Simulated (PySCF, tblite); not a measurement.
# C2H6NSSi radical: geometry, infrared bands and EPR parameters

What infrared bands and EPR parameters should C2H6NSSi radical (`[CH2]C(=S)[SiH2]N`) show?

Computed with tblite 0.8.0 and PySCF 2.14.0, with density-fitted response routines of our own, on a single molecule in the gas phase. Atoms count from 0, in the outputs and in this text.

### Step 1. The starting structure

11 atoms, charge 0, multiplicity 2; geometry from: force field or distance geometry start.

Bonds of the start (Å): C0–C1 1.48, C1–S2 1.69, C1–Si3 1.88, Si3–N4 1.71, C0–H5 1.09, C0–H6 1.07, Si3–H7 1.47, Si3–H8 1.48, N4–H9 1.02, N4–H10 1.02.

### Step 2. Geometry optimisation with GFN2-xTB

The job: settings as JSON, then the geometry in Å.

```
{"job": {"kind": "relax", "xc": "GFN2-xTB", "basis": "xTB"}, "charge": 0, "multiplicity": 2}
C      1.771700    -0.487200    -0.682300
C      1.124400     0.358500     0.344600
S      1.965600     1.066400     1.623700
Si    -0.734500     0.652500     0.251800
N     -1.577900    -0.723700    -0.318000
H      1.163400    -0.931000    -1.472300
H      2.831800    -0.658700    -0.652300
H     -1.070400     1.746000    -0.668400
H     -1.362300     0.909500     1.572400
H     -1.543300    -1.453100     0.387000
H     -2.563100    -0.476500    -0.412000
```

Started as:

```bash
> OMP_NUM_THREADS=1 python probes_run.py task.json out
```

The driver reads the jobs from task.json and runs them one after another.

**Question.** This job is followed by: GFN2-xTB harmonic vibrations, gas phase; UKS B3LYP, pcH-1 on C H N S Si, non-relativistic, mean-field spin-orbit, GIAO. What will the session give for the following? strongest single infrared mode (GFN2-xTB); zero-point energy (GFN2-xTB); g(iso) (B3LYP); ⟨S²⟩; largest a(iso) (averaged by class); surface potential, 1st and 99th percentile; property runs in this session.

The runs gave:

```
                                 quantity                                            value
strongest single infrared mode (GFN2-xTB)                            2219 cm⁻¹, 302 km/mol
             zero-point energy (GFN2-xTB)                                    45.8 kcal/mol
                           g(iso) (B3LYP)                                          2.09529
                                     ⟨S²⟩                               0.769 (exact 0.75)
       largest a(iso) (averaged by class)                              13C on C0, 34.3 MHz
    surface potential, 1st and 99th percentile                               -1.04 V and 1.79 V
            property runs in this session  1, of which 0 failed and 1 gave unsound results
```

What this shows: Relaxing lowered the energy by 0.648 eV in 102 steps; the close pair that moved most is C0–C1, from 1.479 to 1.335 Å. All 27 modes are real, so the xTB geometry is a minimum. The strongest single mode, at 2219 cm⁻¹, moves mainly H8. Unscaled tight-binding wavenumbers are off by several per cent, some by more. Its intensities can rank the bands wrongly. The largest share of the spin, 0.76 e, sits on S2. The isotropic g lies 93.0 ppt above the free-electron value. These values are not to be trusted: the run shows a large g shift, which the driver flags as unsure.
